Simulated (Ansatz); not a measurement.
The system is NaLaMnMoO6.

```
Na La Mn Mo O
1.0
     5.43212   -0.01130   -0.00034
     2.44365    4.93484   -0.01855
     0.10940    2.68471    5.04562
Na La Mn Mo O
1 1 1 1 6
Cartesian
  4.0149 2.2638 3.7141
  3.4885 2.5591 0.0405
  6.4651 3.9635 2.0907
  3.6032 5.7223 1.6638
  4.6507 4.5363 2.8337
  2.3582 0.4025 0.2897
  2.2610 2.2480 2.2733
  2.3489 4.5717 0.5966
  2.2563 5.4095 3.0451
  5.5988 2.3431 1.0178
```

The cell was built by a generator and needn't be a form met in nature.

| Property | Result |
| --- | --- |
| Program | Ansatz 0.2.0 |
| Task | relaxation of cell and atoms |
| Functional | BLYP |
| Potentials or basis | Ansatz PAW |
| Cutoff | 420 eV (not typed: the program's choice for these potentials) |
| k mesh | 4 × 5 × 4 |
| Occupations | fermi-dirac, width 0.05 eV |
| Spin | collinear spin, ferromagnetic start |
| Starting moments | [0.0, 0.0, 4.0, 1.0, 0.0, 0.0, 0.0, 0.0, 0.0, 0.0] μB |

At the start: volume 13.57 Å³/atom.

Question: How do energy, volume and symmetry change on relaxing?

Answer: It ends after 36 steps and the volume is 14.16 Å³/atom (+4.4 %); space group P1 (No. 1, to 0.05 Å); moment 5.00 μB per cell.

The path:
| step | energy change (eV) | largest force (eV/Å) | volume (Å³) |
| --- | --- | --- | --- |
| 1 | 0.0000 | 0.3444 | 135.66 |
| 2 | -0.0138 | 0.3436 | 141.22 |
| 3 | -0.0371 | 0.0799 | 139.87 |
| 4 | -0.0389 | 0.0592 | 139.80 |
| 5 | -0.0388 | 0.0495 | 140.04 |
| 6 | -0.0380 | 0.0426 | 140.41 |
| 7 | -0.0385 | 0.0429 | 140.47 |
| 8 | -0.0388 | 0.0365 | 140.58 |
| 9 | -0.0389 | 0.0403 | 140.91 |
| 10 | -0.0402 | 0.0468 | 141.22 |
| 11 | -0.0495 | 0.1112 | 141.35 |
| 12 | -0.0493 | 0.2396 | 142.01 |
| 13 | -0.0955 | 0.6347 | 141.83 |
| 14 | -0.1701 | 0.2023 | 142.13 |
| 15 | -0.2072 | 0.2370 | 141.45 |
| 16 | -0.2180 | 0.2233 | 140.33 |
| 17 | -0.2201 | 0.1393 | 139.97 |
| 18 | -0.2233 | 0.0662 | 140.45 |
| 19 | -0.2232 | 0.1783 | 140.68 |
| 20 | -0.2257 | 0.0422 | 140.65 |
| 21 | -0.2282 | 0.0783 | 140.53 |
| 22 | -0.2292 | 0.1406 | 140.52 |
| 23 | -0.2302 | 0.0474 | 140.63 |
| 24 | -0.2306 | 0.0330 | 140.63 |
| 25 | -0.2306 | 0.0163 | 140.69 |
| 26 | -0.2307 | 0.0231 | 140.68 |
| 27 | -0.2309 | 0.0127 | 140.64 |
| 28 | -0.2638 | 0.0134 | 140.64 |
| 29 | -0.2629 | 0.0283 | 141.29 |
| 30 | -0.2630 | 0.0205 | 141.34 |
| 31 | -0.2630 | 0.0154 | 141.41 |
| 32 | -0.2629 | 0.0162 | 141.46 |
| 33 | -0.2627 | 0.0064 | 141.52 |
| 34 | -0.2667 | 0.0066 | 141.52 |
| 35 | -0.2665 | 0.0055 | 141.57 |
| 36 | -0.2668 | 0.0055 | 141.57 |

Final structure:
```xyz
10
Lattice="5.3580 0.0108 0.0050 2.4305 4.9790 0.0314 0.1239 2.7533 5.3283" Properties=species:S:1:pos:R:3 pbc="T T T"
Na    3.9985    2.3705    3.8074
La    3.6407    2.7482   -0.3218
Mn    6.3632    4.0844    2.1000
Mo    3.5629    5.8815    1.7823
O     4.6749    4.3936    2.9797
O     2.5154    0.6754    0.5493
O     1.7848    2.1213    3.0949
O     2.3965    4.4281    0.7505
O     2.1163    5.3888    3.0957
O     5.6440    2.4886    0.9901
```

Caveat: the plane-wave basis is chosen anew once the cell has moved, so the energies of steps on either side of that aren't comparable; the pressure holds a Pulay correction of +0.6 GPa for the finite cutoff; a cell with one magnetic atom can't hold antiferromagnetic order, which such compounds often take; the PAW data sets come from PBE, with cores solved anew for the run's functional, which leaves a small shift of forces and pressure.
